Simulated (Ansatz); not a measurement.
**CaCl (SMILES [Cl][Ca]): levels of theory compared**

We compute a comparison of 6 runs (UHF/STO-3G, U-r2SCAN/STO-3G, UCAM-B3LYP/STO-3G, UHSE06/STO-3G, UPBE0/STO-3G, UCCSD/STO-3G) of CaCl. 

Program for the calculation: Ansatz 0.2.0.

39 further runs of the same task are left out: 4 that didn't finish, 35 set aside as unsound or not needed.

### 1 The structure to begin with

CaCl: 2 atoms, total charge 0, spin state doublet. As SMILES, `[Cl][Ca]`. The Ca2–Cl1 distance was set to 3.037 Å, away from the relaxed value.

Bond lengths: Cl1–Ca2 3.037 Å.

### 2 The energy at UHF/STO-3G (run 1)

The input, molecule.yaml:

```yaml
basis:
  gaussian:
    orbitals: STO-3G
crystal:
  periodic: [false, false, false]
  atoms:
    - {symbol: Cl, position_ang: [-0.000000, 0.000000, -0.640260]}
    - {symbol: Ca, position_ang: [0.000000, -0.000000, 2.397140]}
magnetization:
  spin_polarized: true
  initial_magnetization: 1
hamiltonian:
  xc: hf
accuracy: high
```

On the command line:

```bash
ansatz run molecule.yaml --threads 1 --pin off --max-ram 3480MiB --events-out events.jsonl --progress --plain --runs-dir runs
```

The program printed:

```text
Warning: RAYON_NUM_THREADS=1 ignored (pool sized by the plan → 1); use --threads N
Functional definition: HF
  name "HF"
  exchange = exact_x
  correlation = 0
412 factors; integrals over basis functions are off by at most 3.3e-8 eV
mean field evaluation 1: about -30600.4722 eV, gradient 6.4e0 eV
mean field evaluation 2: about -30600.5404 eV, gradient 6.5e0 eV
mean field evaluation 4: about -30601.7809 eV, gradient 6.3e-1 eV
mean field evaluation 8: about -30601.8170 eV, gradient 1.1e-1 eV
mean field evaluation 16: about -30601.8174 eV, gradient 1.9e-7 eV
mean field -30601.81738798 eV, -1124.5960463514 hartree, gradient 1.1e-8 eV, S^2 0.760604; 0 other end points of the search recorded, 0 dependent functions left out
reference -30601.81738798 eV, -1124.5960463514 hartree; 19, 18 occupied and 3, 4 virtual orbitals, 412 factors
Total energy: -30601.81738798 eV, -1124.5960463514 hartree
```

Run time: 0.22 s. Hardware: 1 thread of Intel Xeon Platinum 8488C (Sapphire Rapids), shared host.

### 3 The energy at U-r2SCAN/STO-3G (run 2)

The input, input.yaml:

```yaml
crystal:
  periodic: [false, false, false]
  atoms:
    - symbol: Cl
      position_ang: [-0.000000, 0.000000, -0.640260]
    - symbol: Ca
      position_ang: [0.000000, -0.000000, 2.397140]
basis:
  gaussian: {orbitals: STO-3G}
magnetization: {spin_polarized: true, initial_magnetization: 1}
hamiltonian: {xc: r2scan}
accuracy: high
```

On the command line:

```bash
ansatz run input.yaml --threads 1 --pin off --max-ram 3480MiB --events-out events.jsonl --progress --plain --runs-dir runs
```

The program printed:

```text
Warning: RAYON_NUM_THREADS=1 ignored (pool sized by the plan → 1); use --threads N
Functional definition: r2SCAN
  name "r2SCAN"
  parameter k0 = 0.174
  parameter k1 = 0.065
  parameter a1 = 4.9479
  exchange = r2scan_x(k0 = k0, k1 = k1, a1 = a1)
  correlation = r2scan_c
412 factors; integrals over basis functions are off by at most 3.3e-8 eV
mean field evaluation 1: about -30635.9126 eV, gradient 7.1e0 eV
mean field evaluation 2: about -30572.4700 eV, gradient 7.5e1 eV
mean field evaluation 4: about -30637.3152 eV, gradient 2.1e0 eV
mean field evaluation 8: about -30637.3912 eV, gradient 2.4e-2 eV
mean field evaluation 16: about -30637.3912 eV, gradient 3.2e-6 eV
mean field evaluation 32: about -30637.3912 eV, gradient 5.5e-8 eV
mean field -30637.39118555 eV, -1125.9033592995 hartree, gradient 5.5e-8 eV, S^2 0.753942; 3 other end points of the search recorded, 0 dependent functions left out
reference -30637.39118766 eV, -1125.9033593769 hartree; 19, 18 occupied and 3, 4 virtual orbitals, 412 factors
Total energy: -30637.39118766 eV, -1125.9033593769 hartree
```

Wall time 6.6 s (1 thread of Intel Xeon Platinum 8488C (Sapphire Rapids), shared host); peak memory 0.27 GiB.

Run 3 isn't shown in full; the table further down has it.

### 4 A single-point energy at UHSE06/STO-3G (run 4)

The input, input.yaml:

```yaml
crystal:
  periodic: [false, false, false]
  atoms:
    - {symbol: Cl, position_ang: [-0.000000, 0.000000, -0.640260]}
    - {symbol: Ca, position_ang: [0.000000, -0.000000, 2.397140]}
basis:
  gaussian:
    orbitals: STO-3G
magnetization:
  spin_polarized: true
  initial_magnetization: 1
hamiltonian:
  xc: {name: HSE06}
accuracy: high
```

On the command line:

```bash
ansatz run input.yaml --threads 1 --pin off --max-ram 3480MiB --events-out events.jsonl --progress --plain --runs-dir runs
```

The program printed:

```text
Warning: RAYON_NUM_THREADS=1 ignored (pool sized by the plan → 1); use --threads N
Functional definition: HSE06
  name "HSE06"
  parameter a = 0.25
  parameter omega = 0.11/bohr
  exchange = pbe_x - a*pbe_x_sr(omega) + a*exact_x_sr(omega)
  correlation = pbe_c
412 factors; integrals over basis functions are off by at most 3.3e-8 eV
65 factors; integrals over basis functions are off by at most 1.6e-9 eV
mean field evaluation 1: about -30628.0995 eV, gradient 7.0e0 eV
mean field evaluation 2: about -30595.3560 eV, gradient 6.1e1 eV
mean field evaluation 4: about -30629.5432 eV, gradient 1.4e0 eV
mean field evaluation 8: about -30629.6303 eV, gradient 1.6e-2 eV
mean field evaluation 16: about -30629.6303 eV, gradient 5.2e-7 eV
mean field -30629.63030373 eV, -1125.6181521529 hartree, gradient 1.4e-8 eV, S^2 0.753901; 2 other end points of the search recorded, 0 dependent functions left out
reference -30629.63030589 eV, -1125.6181522323 hartree; 19, 18 occupied and 3, 4 virtual orbitals, 412 factors
Total energy: -30629.63030589 eV, -1125.6181522323 hartree
```

Wall time 1.9 s (1 thread of Intel Xeon Platinum 8488C (Sapphire Rapids), shared host); peak memory 0.16 GiB.

Run 5 isn't shown in full; the table further down has it.

### 5 A single-point energy at UCCSD/STO-3G (run 6)

The input, molecule.yaml:

```yaml
crystal:
  periodic: [false, false, false]
  atoms:
    - {symbol: Cl, position_ang: [-0.000000, 0.000000, -0.640260]}
    - {symbol: Ca, position_ang: [0.000000, -0.000000, 2.397140]}
basis:
  gaussian: {orbitals: STO-3G}
total_charge: 0
magnetization: {spin_polarized: true, initial_magnetization: 1}
correlation: {method: ccsd, frozen_orbitals: {Ca: 5, Cl: 5}}
accuracy: high
scf: {omitted_lower_state_checks: [cluster_reference, increment]}
```

On the command line:

```bash
ansatz run molecule.yaml --threads 1 --pin off --max-ram 3480MiB --events-out events.jsonl --progress --plain --runs-dir runs
```

The program printed:

```text
Warning: RAYON_NUM_THREADS=1 ignored (pool sized by the plan → 1); use --threads N
Functional definition: HF
  name "HF"
  exchange = exact_x
  correlation = 0
these checks for a lower state are left out or cut short: cluster_reference, increment
412 factors; integrals over basis functions are off by at most 3.3e-8 eV
mean field evaluation 1: about -30600.4722 eV, gradient 6.4e0 eV
mean field evaluation 2: about -30600.5404 eV, gradient 6.5e0 eV
mean field evaluation 4: about -30601.7809 eV, gradient 6.3e-1 eV
mean field evaluation 8: about -30601.8170 eV, gradient 1.1e-1 eV
mean field evaluation 16: about -30601.8174 eV, gradient 1.9e-7 eV
mean field evaluation 32: about -30601.5741 eV, gradient 2.8e0 eV
mean field -30601.81738798 eV, -1124.5960463514 hartree, gradient 1.1e-8 eV, S^2 0.760604; 3 other end points of the search recorded, 0 dependent functions left out
10 core orbitals not correlated: weight in the atoms' cores, before any rotation towards them, 1.000 or more for the frozen orbitals, at most 0.000 for the correlated occupied ones
reference -30601.81738798 eV, -1124.5960463514 hartree; 9, 8 occupied and 3, 4 virtual orbitals, 412 factors
second order -0.34844872 eV of doubles, -0.00000000 eV of singles
cycle   1  -0.39959034 eV  change   -5.1e-2 eV  update   5.5e-2
cycle   2  -0.45967757 eV  change   -6.0e-2 eV  update   2.9e-2
cycle   3  -0.48805655 eV  change   -2.8e-2 eV  update   1.7e-2
cycle   4  -0.49041863 eV  change   -2.4e-3 eV  update   6.9e-3
cycle   5  -0.49288031 eV  change   -2.5e-3 eV  update   3.4e-3
cycle   6  -0.49476707 eV  change   -1.9e-3 eV  update   1.2e-3
cycle   7  -0.49458748 eV  change    1.8e-4 eV  update   4.3e-4
cycle   8  -0.49458762 eV  change   -1.5e-7 eV  update   1.8e-4
cycle   9  -0.49459914 eV  change   -1.2e-5 eV  update   6.8e-5
cycle  10  -0.49459137 eV  change    7.8e-6 eV  update   2.6e-5
cycle  11  -0.49459561 eV  change   -4.2e-6 eV  update   8.2e-6
cycle  12  -0.49459543 eV  change    1.7e-7 eV  update   3.3e-6
cycle  13  -0.49459566 eV  change   -2.3e-7 eV  update   1.4e-6
cycle  14  -0.49459572 eV  change   -5.7e-8 eV  update   4.6e-7
cycle  15  -0.49459564 eV  change    7.9e-8 eV  update   1.2e-7
cycle  16  -0.49459561 eV  change    3.2e-8 eV  update   3.6e-8
cycle  17  -0.49459561 eV  change  -6.3e-10 eV  update   1.4e-8
cycle  18  -0.49459549 eV  change    1.2e-7 eV  update   9.2e-8
cycle  19  -0.49459544 eV  change    5.4e-8 eV  update   4.4e-8
cycle  20  -0.49459543 eV  change    7.8e-9 eV  update   8.4e-9
cycle  21  -0.49459543 eV  change   -1.3e-9 eV  update   2.9e-9
cycle  22  -0.49459543 eV  change  -5.9e-10 eV  update   1.3e-9
Total energy: -30602.31198341 eV, -1124.6142223983 hartree
Checks for a lower state left out: cluster_reference, increment
```

It took 0.46 s on 1 thread of Intel Xeon Platinum 8488C (Sapphire Rapids), shared host.

### 6 The series

| run | level | frozen core orbitals | energy (Eh) | ⟨S²⟩ | wall time |
| --- | --- | --- | --- | --- | --- |
| 1 | UHF/STO-3G | – | -1124.596046 | 0.761 | 0.22 s |
| 2 | U-r2SCAN/STO-3G | – | -1125.903359 | 0.754 | 6.6 s |
| 3 | UCAM-B3LYP/STO-3G | – | -1125.923999 | 0.757 | 2.1 s |
| 4 | UHSE06/STO-3G | – | -1125.618152 | 0.754 | 1.9 s |
| 5 | UPBE0/STO-3G | – | -1125.633884 | 0.754 | 1.9 s |
| 6 | UCCSD/STO-3G | 10 | -1124.614222 | 0.761 | 0.46 s |

### 7 Results

| quantity | value |
| --- | --- |
| run 6: total energy | -1124.61422 Eh |
| run 6: correlation energy (10 core orbitals frozen) | -18.2 mEh |
| run 6: ⟨S²⟩ of the reference determinant | 0.761 |
| run 6: T1 diagnostic | 0.020 |

What this shows: Totals of different functionals can't be ranked against each other. In runs 1, 2, 3, 4, 5, 6 the basis is minimal, so the values are rough. All runs together took 13 s, the longest 6.6 s.
